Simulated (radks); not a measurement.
# Exchange and kinetic functionals tested on atomic densities: Yb, Pm⁵⁴⁺, P³⁺, Li, O⁴⁺

Aim: take each self-consistent density and evaluate many functionals on it, against the exact exchange and kinetic energies of the same orbitals. Every spin shell is full or empty, so the densities are truly spherical.

Program: radks (a radial shooting solver on a logarithmic mesh, Libxc functionals) version 1. Level of theory: non-relativistic Kohn-Sham, r2SCAN, spin-polarised, spherical densities, point nucleus; open shells are filled with parallel spins first. These are calculated values, not measurements, unless marked.

## (1) The atom as given

| Quantity | Value |
| --- | --- |
| species | Yb ([Xe] 4f14 6s2), Pm⁵⁴⁺ ([He] 2s2 2p3), P³⁺ ([Ne] 3s2), Li ([He] 2s1), O⁴⁺ ([He] 2s2) |

## (2) Yb, [Xe] 4f14 6s2

The run's settings:

```text
Z 70
configuration [Xe] 4f14 6s2
relativity non-relativistic
functional r2scan,r2scan
spin polarised
nucleus point
```

## (3) Pm⁵⁴⁺, [He] 2s2 2p3

The run's settings:

```text
Z 61
configuration [He] 2s2 2p3
relativity non-relativistic
functional r2scan,r2scan
spin polarised
nucleus point
```

## (4) P³⁺, [Ne] 3s2

The run's settings:

```text
Z 15
configuration [Ne] 3s2
relativity non-relativistic
functional r2scan,r2scan
spin polarised
nucleus point
```

## (5) Li, [He] 2s1

The run's settings:

```text
Z 3
configuration [He] 2s1
relativity non-relativistic
functional r2scan,r2scan
spin polarised
nucleus point
```

## (6) O⁴⁺, [He] 2s2

The run's settings:

```text
Z 8
configuration [He] 2s2
relativity non-relativistic
functional r2scan,r2scan
spin polarised
nucleus point
```

Q: Predict the outcome of this session. Wanted: for each run, error in magnitude; Yb; Pm⁵⁴⁺; P³⁺; Li; O⁴⁺.

As calculated:

```tsv
error in magnitude (%)	Yb	Pm⁵⁴⁺	P³⁺	Li	O⁴⁺
exchange, LDA	-3.81	-9.48	-8.28	-13.58	-12.73
exchange, PBE	-0.09	-1.02	-0.51	-1.21	-0.98
exchange, PW86	-0.06	+0.06	+0.61	+0.57	+0.69
exchange, OPTX	+1.98	+0.01	+0.01	+0.02	-0.03
exchange, SOGGA	-1.66	-4.31	-3.63	-5.79	-5.40
exchange, revTPSS	-0.66	-0.57	-0.39	+0.31	+0.29
exchange, r2SCAN	+0.04	-0.23	+0.00	+0.13	-0.44
exchange, MS2	-0.41	-0.10	+0.17	+0.56	+0.54
exchange, Tao-Mo	-0.58	-0.31	-0.05	+0.57	+0.66
kinetic, Thomas-Fermi	-4.88	-7.91	-7.40	-10.08	-10.59
kinetic, TF + vW	+32.22	+59.28	+55.17	+87.30	+78.88
kinetic, TF + vW/9	-0.76	-0.44	-0.45	+0.74	-0.65
kinetic, TF + vW/5	+2.54	+5.53	+5.12	+9.39	+7.30
kinetic, revAPBEK	+0.14	+0.49	+0.73	+1.31	+0.17
kinetic, Pearson	-0.93	-2.52	-1.61	-3.92	-4.74
kinetic, LKT	+16.71	+35.96	+31.88	+57.95	+50.82
kinetic, PG1	+13.04	+30.11	+25.92	+50.46	+43.62
kinetic, DePristo-Kress	-0.25	-0.46	+0.10	-0.06	-1.95
```

**Reading.** Negative means that the magnitude is too small. For exchange the mean absolute error is least for r2SCAN (0.17 %) and largest for LDA (9.58 %). Among the orbital-free kinetic functionals DePristo-Kress (0.56 %) does best and TF + vW (62.57 %) worst. The functionals are evaluated on one density each, not self-consistently.
